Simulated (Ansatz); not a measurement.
# CHClGe (singlet): density functionals in cc-pVTZ

What do functionals of several rungs give for CHClGe (singlet)?

Computed with Ansatz 0.2.0, Gaussian basis. Level: cc-pVTZ, all electrons in the functionals, frozen cores in the correlation of double hybrids and RPA.

Plan: SPW92, PBE, r2SCAN, PBE0, B3LYP, wB97M-V, B2PLYP, RKS PBE0, RPA-PBE.

## 1. The system

The geometry is a PBE0/def2-TZVP stationary point (not a proven minimum). No spin-orbit coupling is included. The filled d shell of Ge may be among the frozen orbitals whatever the setting's name suggests; the logs give the count.

4 atoms, charge 0, spin multiplicity 1.

Atoms are counted from 1 here; the program's logs count them from 0.

Bond lengths: Cl1–C2 1.734 Å, C2–Ge3 1.812 Å, C2–H4 1.087 Å. Angles: Cl1–C2–Ge3 120.3°, Cl1–C2–H4 112.8°, Ge3–C2–H4 126.9°.

No dispersion term is added; wB97M-V holds VV10 nonlocal correlation. B3LYP takes the VWN-RPA correlation.

## 2. SPW92 (unrestricted)

The input, in.yaml:

```yaml
crystal:
  periodic: [false, false, false]
  atoms:
    - {symbol: Cl, position_ang: [0.000000, -0.175004, 1.999233]}
    - {symbol: C, position_ang: [0.000000, 0.759281, 0.538339]}
    - {symbol: Ge, position_ang: [0.000000, -0.065528, -1.074810]}
    - {symbol: H, position_ang: [0.000000, 1.830346, 0.723794]}
basis:
  gaussian: {orbitals: cc-pVTZ}
magnetization: {spin_polarized: true, initial_magnetization: 0}
hamiltonian: {xc: {name: SPW92}}
```

On the command line:

```
> ansatz run in.yaml --threads 1 --pin off --events-out ev --progress --plain --max-ram 4096MiB --backend cpu
```

What it wrote:

```text
Functional definition: SPW92
  name "SPW92"
  cite "Dirac, Proc. Camb. Phil. Soc. 26, 376 (1930) doi:10.1017/S0305004100016108"
  cite "Slater, Phys. Rev. 81, 385 (1951) doi:10.1103/PhysRev.81.385"
  cite "Perdew & Wang, Phys. Rev. B 45, 13244 (1992) doi:10.1103/PhysRevB.45.13244"
  exchange = slater_x
  correlation = pw_c
854 factors; their error is unknown
mean field evaluation 1: about -69945.8056 eV, gradient 5.1e1 eV
mean field evaluation 2: about -69854.2575 eV, gradient 1.1e2 eV
mean field evaluation 4: about -69954.9770 eV, gradient 2.0e1 eV
mean field evaluation 8: about -69958.0172 eV, gradient 1.8e-1 eV
mean field evaluation 16: about -69958.0023 eV, gradient 2.2e-4 eV
mean field evaluation 32: about -69953.2005 eV, gradient 6.8e-2 eV
mean field -69958.00225568 eV, -2570.9091636592 hartree, gradient 9.7e-6 eV, S^2 0.000000; 7 other end points of the search recorded, 0 dependent functions left out
reference -69958.00228412 eV, -2570.9091647045 hartree; 28, 28 occupied and 93, 93 virtual orbitals, 854 factors
Total energy: -69958.00228412 eV, -2570.9091647045 hartree
```

It took 5.5 s on 1 thread of AMD EPYC 7R13, shared host; peak memory 0.26 GiB.

From the report: ⟨S²⟩ of the determinant 0.000 (pure singlet: 0.00).

## 3. PBE (unrestricted)

Changes to in.yaml since step 2:

```diff
@@ -10,2 +10,3 @@
 magnetization: {spin_polarized: true, initial_magnetization: 0}
-hamiltonian: {xc: {name: SPW92}}
+hamiltonian: {xc: {name: PBE}}
+output: {orbitals: {seedname: orbitals}}
```

Same command.

What it wrote:

```text
Functional definition: PBE
  name "PBE"
  cite "Perdew, Burke & Ernzerhof, Phys. Rev. Lett. 77, 3865 (1996) doi:10.1103/PhysRevLett.77.3865"
  parent pbe
  parameter kappa = 0.804
  parameter beta = 0.06672455060314922
  exchange = pbe_x(kappa = kappa, mu = beta*pi^2/3)
  correlation = pbe_c(beta = beta)
854 factors; their error is unknown
mean field evaluation 1: about -70067.1546 eV, gradient 5.0e1 eV
mean field evaluation 2: about -69976.4082 eV, gradient 1.0e2 eV
mean field evaluation 4: about -70076.6390 eV, gradient 1.8e1 eV
mean field evaluation 8: about -70079.1327 eV, gradient 1.5e-1 eV
mean field evaluation 16: about -70079.1181 eV, gradient 2.8e-4 eV
mean field evaluation 32: about -70074.3358 eV, gradient 7.0e-2 eV
mean field evaluation 64: about -70079.1181 eV, gradient 1.4e-5 eV
mean field -70079.11812015 eV, -2575.3600895833 hartree, gradient 1.4e-5 eV, S^2 0.000000; 8 other end points of the search recorded, 0 dependent functions left out
reference -70079.11815053 eV, -2575.3600906996 hartree; 28, 28 occupied and 93, 93 virtual orbitals, 854 factors
Total energy: -70079.11815053 eV, -2575.3600906996 hartree
```

Run time: 11 s. Hardware: 1 thread of AMD EPYC 7R13, shared host; peak memory 0.27 GiB.

From the report: ⟨S²⟩ of the determinant 0.000 (pure singlet: 0.00).

## 4. r2SCAN (unrestricted)

Changes to in.yaml since step 3:

```diff
@@ -10,3 +10,3 @@
 magnetization: {spin_polarized: true, initial_magnetization: 0}
-hamiltonian: {xc: {name: PBE}}
-output: {orbitals: {seedname: orbitals}}
+hamiltonian: {xc: {name: r2SCAN}}
+output: {forces: true}
```

The command is unchanged.

What it wrote (excerpt; [...] marks lines left out):

```text
Functional definition: r2SCAN
  name "r2SCAN"
  cite "Furness, Kaplan, Ning, Perdew & Sun, J. Phys. Chem. Lett. 11, 8208 (2020) doi:10.1021/acs.jpclett.0c02405"
  cite "Furness, Kaplan, Ning, Perdew & Sun, J. Phys. Chem. Lett. 11, 9248 (2020) doi:10.1021/acs.jpclett.0c03077"
  parent r2scan
[...]
854 factors; their error is unknown
[...]
mean field -70092.21849316 eV, -2575.8415194114 hartree, gradient 2.1e-5 eV, S^2 0.000000; 6 other end points of the search recorded, 0 dependent functions left out
[...]
reference -70092.21850408 eV, -2575.8415198128 hartree; 28, 28 occupied and 93, 93 virtual orbitals, 854 factors
Total energy: -70092.21850408 eV, -2575.8415198128 hartree
Atom 0 at     0.000000    -0.175004     1.999233 Å, force     0.000000    -0.161582     0.255187 eV/Å
Atom 1 at     0.000000     0.759281     0.538339 Å, force    -0.000000     0.223273    -0.194219 eV/Å
Atom 2 at     0.000000    -0.065528    -1.074810 Å, force     0.000000    -0.061754    -0.088242 eV/Å
Atom 3 at     0.000000     1.830346     0.723794 Å, force     0.000000     0.000062     0.027274 eV/Å
Dipole moment:     0.000000     0.121761    -0.275926 e Å
```

Run time: 18 s. Hardware: 1 thread of AMD EPYC 7R13, shared host; peak memory 0.31 GiB.

From the report: ⟨S²⟩ of the determinant 0.000 (pure singlet: 0.00).

## 5. PBE0 (unrestricted)

Changes to in.yaml since step 4:

```diff
@@ -10,3 +10,3 @@
 magnetization: {spin_polarized: true, initial_magnetization: 0}
-hamiltonian: {xc: {name: r2SCAN}}
-output: {forces: true}
+hamiltonian: {xc: {name: PBE0}}
+output: {forces: true, orbitals: {seedname: orbitals}}
```

Launched as before.

What it wrote (excerpt; [...] marks lines left out):

```text
Functional definition: PBE0
  name "PBE0"
  cite "Adamo & Barone, J. Chem. Phys. 110, 6158 (1999) doi:10.1063/1.478522"
  cite "Perdew, Burke & Ernzerhof, Phys. Rev. Lett. 77, 3865 (1996) doi:10.1103/PhysRevLett.77.3865"
  parent pbe
[...]
946 factors; their error is unknown
[...]
mean field -70081.46802367 eV, -2575.4464469449 hartree, gradient 3.9e-5 eV, S^2 0.000000; 2 other end points of the search recorded, 0 dependent functions left out
[...]
reference -70081.46804637 eV, -2575.4464477790 hartree; 28, 28 occupied and 93, 93 virtual orbitals, 946 factors
Total energy: -70081.46804637 eV, -2575.4464477790 hartree
Atom 0 at     0.000000    -0.175004     1.999233 Å, force    -0.000000    -0.069117     0.115674 eV/Å
Atom 1 at     0.000000     0.759281     0.538339 Å, force     0.000000     0.085981    -0.111497 eV/Å
Atom 2 at     0.000000    -0.065528    -1.074810 Å, force    -0.000000     0.008706     0.003803 eV/Å
Atom 3 at     0.000000     1.830346     0.723794 Å, force    -0.000000    -0.025570    -0.007980 eV/Å
Dipole moment:     0.000000     0.111391    -0.316316 e Å
```

It took 9 s on 1 thread of AMD EPYC 7R13, shared host; peak memory 0.36 GiB.

From the report: ⟨S²⟩ of the determinant 0.000 (pure singlet: 0.00).

## 6. B3LYP (unrestricted)

Changes to in.yaml since step 5:

```diff
@@ -10,3 +10,2 @@
 magnetization: {spin_polarized: true, initial_magnetization: 0}
-hamiltonian: {xc: {name: PBE0}}
-output: {forces: true, orbitals: {seedname: orbitals}}
+hamiltonian: {xc: {name: B3LYP}}
```

Launched as before.

What it wrote (excerpt; [...] marks lines left out):

```text
Functional definition: B3LYP
  name "B3LYP"
  cite "Stephens, Devlin, Chabalowski & Frisch, J. Phys. Chem. 98, 11623 (1994) doi:10.1021/j100096a001"
  cite "Becke, Phys. Rev. A 38, 3098 (1988) doi:10.1103/PhysRevA.38.3098"
  cite "Lee, Yang & Parr, Phys. Rev. B 37, 785 (1988) doi:10.1103/PhysRevB.37.785"
  cite "Vosko, Wilk & Nusair, Can. J. Phys. 58, 1200 (1980) doi:10.1139/p80-159"
[...]
926 factors; their error is unknown
[...]
mean field -70095.78570697 eV, -2575.9726121011 hartree, gradient 3.0e-5 eV, S^2 0.000000; 2 other end points of the search recorded, 0 dependent functions left out
reference -70095.78591512 eV, -2575.9726197505 hartree; 28, 28 occupied and 93, 93 virtual orbitals, 926 factors
Total energy: -70095.78591512 eV, -2575.9726197505 hartree
```

Wall time 6 s (1 thread of AMD EPYC 7R13, shared host); peak memory 0.34 GiB.

From the report: ⟨S²⟩ of the determinant 0.000 (pure singlet: 0.00).

## 7. wB97M-V (unrestricted)

Changes to in.yaml since step 6:

```diff
@@ -10,2 +10,3 @@
 magnetization: {spin_polarized: true, initial_magnetization: 0}
-hamiltonian: {xc: {name: B3LYP}}
+hamiltonian: {xc: {name: wB97M-V}}
+output: {forces: true, orbitals: {seedname: orbitals}}
```

Same command.

What it wrote (excerpt; [...] marks lines left out):

```text
Functional definition: wB97M-V
  name "wB97M-V"
  cite "Mardirossian & Head-Gordon, J. Chem. Phys. 144, 214110 (2016) doi:10.1063/1.4952647"
  cite "Becke, J. Chem. Phys. 107, 8554 (1997) doi:10.1063/1.475007"
  cite "Vydrov & Van Voorhis, J. Chem. Phys. 133, 244103 (2010) doi:10.1063/1.3521275"
  # Of w^i u^j: cxij and so on, Table III.
[...]
  gx(w, u) = 1 - cx + cx01*u + cx10*w
  gss(w, u) = css00 + css04*u^4 + css10*w + css20*w^2 + css43*w^4*u^3
  gos(w, u) = cos00 + cos10*w + (cos20 + cos21*u)*w^2 + (cos60 + cos61*u)*w^6
[...]
      + integral(e_c_pw_mod_opposite_spin*gos(b97_w_opposite, b97_u_opposite)) + vv10(b, c)
907 factors; their error is unknown
172 factors; integrals over basis functions are off by at most 5.4e-5 eV
[...]
mean field -70089.94376527 eV, -2575.7579247035 hartree, gradient 5.2e-5 eV, S^2 0.000000; 2 other end points of the search recorded, 0 dependent functions left out
[...]
reference -70089.94380050 eV, -2575.7579259982 hartree; 28, 28 occupied and 93, 93 virtual orbitals, 907 factors
Total energy: -70089.94380050 eV, -2575.7579259982 hartree
Atom 0 at     0.000000    -0.175004     1.999233 Å, force     0.000000    -0.228256     0.348363 eV/Å
Atom 1 at     0.000000     0.759281     0.538339 Å, force    -0.000000     0.208290    -0.582221 eV/Å
Atom 2 at     0.000000    -0.065528    -1.074810 Å, force     0.000000     0.138879     0.266137 eV/Å
Atom 3 at     0.000000     1.830346     0.723794 Å, force    -0.000000    -0.118913    -0.032279 eV/Å
Dipole moment:     0.000000     0.102690    -0.353564 e Å
```

Wall time 25 s (1 thread of AMD EPYC 7R13, shared host); peak memory 0.51 GiB.

From the report: ⟨S²⟩ of the determinant 0.000 (pure singlet: 0.00).

## 8. B2PLYP (unrestricted)

Changes to in.yaml since step 7:

```diff
@@ -10,3 +10,3 @@
 magnetization: {spin_polarized: true, initial_magnetization: 0}
-hamiltonian: {xc: {name: wB97M-V}}
-output: {forces: true, orbitals: {seedname: orbitals}}
+hamiltonian: {xc: {name: B2PLYP}}
+correlation: {electrons: outside_noble_gas}
```

The command is unchanged.

What it wrote (excerpt; [...] marks lines left out):

```text
Functional definition: B2PLYP
  name "B2PLYP"
  cite "Grimme, J. Chem. Phys. 124, 034108 (2006) doi:10.1063/1.2148954"
  cite "Becke, Phys. Rev. A 38, 3098 (1988) doi:10.1103/PhysRevA.38.3098"
  cite "Lee, Yang & Parr, Phys. Rev. B 37, 785 (1988) doi:10.1103/PhysRevB.37.785"
[...]
740 factors; integrals over basis functions are off by at most 1.2e-3 eV
[...]
mean field -70074.42669885 eV, -2575.1876830305 hartree, gradient 7.9e-6 eV, S^2 0.000000; 7 other end points of the search recorded, 0 dependent functions left out
20 core orbitals not correlated: weight in the atoms' cores, before any rotation towards them, 0.998 or more for the frozen orbitals, at most 0.001 for the correlated occupied ones
reference -70074.42683078 eV, -2575.1876878786 hartree; 8, 8 occupied and 93, 93 virtual orbitals, 740 factors
second order -14.86604588 eV of doubles, -0.00000000 eV of singles
Total energy: -70078.44066316 eV, -2575.3351934981 hartree
```

Run time: 22 s. Hardware: 1 thread of AMD EPYC 7R13, shared host; peak memory 0.36 GiB.

From the report: ⟨S²⟩ of the determinant 0.000 (pure singlet: 0.00).

## 9. PBE0 (restricted)

Changes to in.yaml since step 8:

```diff
@@ -9,4 +9,2 @@
   gaussian: {orbitals: cc-pVTZ}
-magnetization: {spin_polarized: true, initial_magnetization: 0}
-hamiltonian: {xc: {name: B2PLYP}}
-correlation: {electrons: outside_noble_gas}
+hamiltonian: {xc: {name: PBE0}}
```

Same command.

What it wrote:

```text
Functional definition: PBE0
  name "PBE0"
  cite "Adamo & Barone, J. Chem. Phys. 110, 6158 (1999) doi:10.1063/1.478522"
  cite "Perdew, Burke & Ernzerhof, Phys. Rev. Lett. 77, 3865 (1996) doi:10.1103/PhysRevLett.77.3865"
  parent pbe
  parameter a = 0.25
  parameter kappa = 0.804
  parameter beta = 0.06672455060314922
  exchange = (1 - a)*pbe_x(kappa = kappa, mu = beta*pi^2/3) + a*exact_x
  correlation = pbe_c(beta = beta)
946 factors; their error is unknown
mean field evaluation 1: about -70074.0735 eV, gradient 5.3e1 eV
mean field evaluation 2: about -70050.8745 eV, gradient 9.4e1 eV
mean field evaluation 4: about -70081.1388 eV, gradient 3.9e0 eV
mean field evaluation 8: about -70081.1843 eV, gradient 1.4e-1 eV
mean field evaluation 16: about -70081.4680 eV, gradient 2.2e-4 eV
mean field -70081.46802359 eV, -2575.4464469417 hartree, gradient 4.5e-5 eV, S^2 0.000000; 0 other end points of the search recorded, 0 dependent functions left out
reference -70081.46804629 eV, -2575.4464477758 hartree; 28, 28 occupied and 93, 93 virtual orbitals, 946 factors
Total energy: -70081.46804629 eV, -2575.4464477758 hartree
```

It took 2.4 s on 1 thread of AMD EPYC 7R13, shared host; peak memory 0.26 GiB.

## 10. RPA-PBE

Changes to in.yaml since step 9:

```diff
@@ -9,2 +9,4 @@
   gaussian: {orbitals: cc-pVTZ}
-hamiltonian: {xc: {name: PBE0}}
+magnetization: {spin_polarized: true, initial_magnetization: 0}
+hamiltonian: {xc: {name: PBE}}
+correlation: {method: rpa, electrons: outside_noble_gas}
```

The command is unchanged.

What it wrote (excerpt; [...] marks lines left out):

```text
Functional definition: PBE
  name "PBE"
  cite "Perdew, Burke & Ernzerhof, Phys. Rev. Lett. 77, 3865 (1996) doi:10.1103/PhysRevLett.77.3865"
  parent pbe
[...]
740 factors; integrals over basis functions are off by at most 1.2e-3 eV
[...]
mean field -70079.11811759 eV, -2575.3600894892 hartree, gradient 1.4e-6 eV, S^2 0.000000; 10 other end points of the search recorded, 0 dependent functions left out
20 core orbitals not correlated: weight in the atoms' cores, before any rotation towards them, 0.997 or more for the frozen orbitals, at most 0.001 for the correlated occupied ones
reference -70022.19780574 eV, -2573.2683066107 hartree; 8, 8 occupied and 93, 93 virtual orbitals, 740 factors
Total energy: -70042.13946964 eV, -2574.0011492418 hartree
```

It took 17 s on 1 thread of AMD EPYC 7R13, shared host; peak memory 0.28 GiB.

From the report: ⟨S²⟩ of the determinant 0.000 (pure singlet: 0.00).

## 11. Side by side

```tsv
functional	energy (eV)	⟨S²⟩	time
SPW92	-69958.0023	0.000	5.5 s
PBE	-70079.1182	0.000	11 s
r2SCAN	-70092.2185	0.000	18 s
PBE0	-70081.4680	0.000	9 s
B3LYP	-70095.7859	0.000	6 s
wB97M-V	-70089.9438	0.000	25 s
B2PLYP	-70078.4407	0.000	22 s
RKS PBE0	-70081.4680	0.000	2.4 s
RPA-PBE	-70042.1395	0.000	17 s
```

Orbital levels of the runs that wrote orbitals: PBE HOMO -5.13, LUMO -3.90 eV; PBE0 HOMO -6.10, LUMO -3.07 eV; wB97M-V HOMO -8.08, LUMO -1.10 eV.

## 12. Summary of results

| quantity | value |
| --- | --- |
| spread of total energies | 137.8 eV |
| quickest, slowest | RKS PBE0 2.4 s, wB97M-V 25 s |

In words: Total energies of different functionals can't be ranked; only differences within one functional count.
